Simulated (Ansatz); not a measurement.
# C2H10BNSSi: the cost of one run

All numbers below are computed with Ansatz 0.2.0 (RKS PBE/STO-3G).

**1. The system as given**

Bond lengths (14 of 15 bonds, heavy atoms first): B1–C2 1.605 Å, C2–C3 1.514 Å, C2–S4 1.881 Å, C2–N5 1.466 Å, N5–Si6 1.834 Å, B1–H7 1.192 Å, B1–H8 1.175 Å, C3–H9 1.103 Å, C3–H10 1.152 Å, C3–H11 1.111 Å, S4–H12 1.357 Å, N5–H13 1.097 Å, Si6–H14 1.474 Å, Si6–H15 1.443 Å. Angles (14 of 25 angles, heavy atoms first): B1–C2–C3 105.4°, B1–C2–S4 108.3°, B1–C2–N5 109.2°, C3–C2–S4 109.1°, C3–C2–N5 111.7°, S4–C2–N5 112.9°, C2–N5–Si6 115.0°, C2–B1–H7 118.1°, C2–B1–H8 121.3°, C2–C3–H9 113.7°, C2–C3–H10 112.1°, C2–C3–H11 112.8°, C2–S4–H12 95.4°, C2–N5–H13 111.0°.

Structure file:

```xyz
16

B    -0.2150   -0.8961   -1.9144
C     0.0712   -0.0891   -0.5574
C     1.0479   -0.9445    0.2210
S     0.8997    1.5397   -1.0029
N    -1.1883    0.0922    0.1696
Si   -1.0301    0.9136    1.8017
H    -1.3448   -1.1739   -2.1744
H     0.6365   -1.0865   -2.7018
H     0.5965   -1.8568    0.6469
H     1.4859   -0.3851    1.1277
H     1.9407   -1.2300   -0.3757
H     1.9747    0.9745   -1.6089
H    -1.8738    0.7428   -0.3880
H    -0.3801    0.0057    2.7632
H    -0.2797    2.1408    1.6918
H    -2.3642    1.2300    2.3457
```

**2. Relaxing end A**

input.yaml

```yaml
crystal:
  periodic: [false, false, false]
  atoms:
    - { symbol: B, position_ang: [-0.215, -0.8961, -1.9144] }
    - { symbol: C, position_ang: [0.0712, -0.0891, -0.5574] }
    - { symbol: C, position_ang: [1.0479, -0.9445, 0.221] }
    - { symbol: S, position_ang: [0.8997, 1.5397, -1.0029] }
    - { symbol: "N", position_ang: [-1.1883, 0.0922, 0.1696] }
    - { symbol: Si, position_ang: [-1.0301, 0.9136, 1.8017] }
    - { symbol: H, position_ang: [-1.3448, -1.1739, -2.1744] }
    - { symbol: H, position_ang: [0.6365, -1.0865, -2.7018] }
    - { symbol: H, position_ang: [0.5965, -1.8568, 0.6469] }
    - { symbol: H, position_ang: [1.4859, -0.3851, 1.1277] }
    - { symbol: H, position_ang: [1.9407, -1.23, -0.3757] }
    - { symbol: H, position_ang: [1.9747, 0.9745, -1.6089] }
    - { symbol: H, position_ang: [-1.8738, 0.7428, -0.388] }
    - { symbol: H, position_ang: [-0.3801, 0.0057, 2.7632] }
    - { symbol: H, position_ang: [-0.2797, 2.1408, 1.6918] }
    - { symbol: H, position_ang: [-2.3642, 1.23, 2.3457] }
basis:
  gaussian: { orbitals: STO-3G }
hamiltonian:
  xc: pbe
relax:
  f_tol: 0.015
  max_steps: 40
```

The run is started by

```sh
ansatz run input.yaml --threads 1 --pin off --max-ram 2048MiB --backend cpu --events-out ev --progress --plain --runs-dir out
```

What time and memory should one allow on 1 thread of Arm Neoverse V2, shared host?

About 76 s, with a peak of 0.18 GiB.
